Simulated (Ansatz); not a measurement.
Ge3Pd:

```
Pd Ge
1.0
     4.14202    0.00000    0.00000
     0.00000    4.14202    0.00000
     0.00000    0.00000    4.14202
Pd Ge
1 3
Direct
  0.00000 0.00000 0.00000
  0.50000 0.50000 0.00000
  0.50000 0.00000 0.50000
  0.00000 0.50000 0.50000
```

The cell comes from a database or a generator and needn't be the stable form of this composition.

Base run:

```yaml
Program: Ansatz 0.2.0
Functional: PBEsol
Potentials_or_basis: Ansatz PAW
Cutoff: "420 eV (not typed: the program's choice for these potentials)"
k_mesh: 7 × 7 × 7
Occupations: fermi-dirac, width 0.05 eV
Spin: no spin polarisation
Hubbard_terms: Pd d U = 8 eV
```

Its results: band gap on the k mesh none (metal or under the smearing width); pressure -2.7 GPa.

**Question.** The run is repeated on the same cell with these changes: hubbard terms from Pd d U = 8 eV to Pd d U = 3 eV. What comes out?

**Answer.** Band gap on the k mesh none (metal or under the smearing width); pressure -4.2 GPa.

Caveats: U without spin polarisation on a metal has little footing; the PAW data sets come from PBE, with cores solved anew for the run's functional, which leaves a small shift of forces and pressure; the U is typed as a test and isn't derived for this compound.
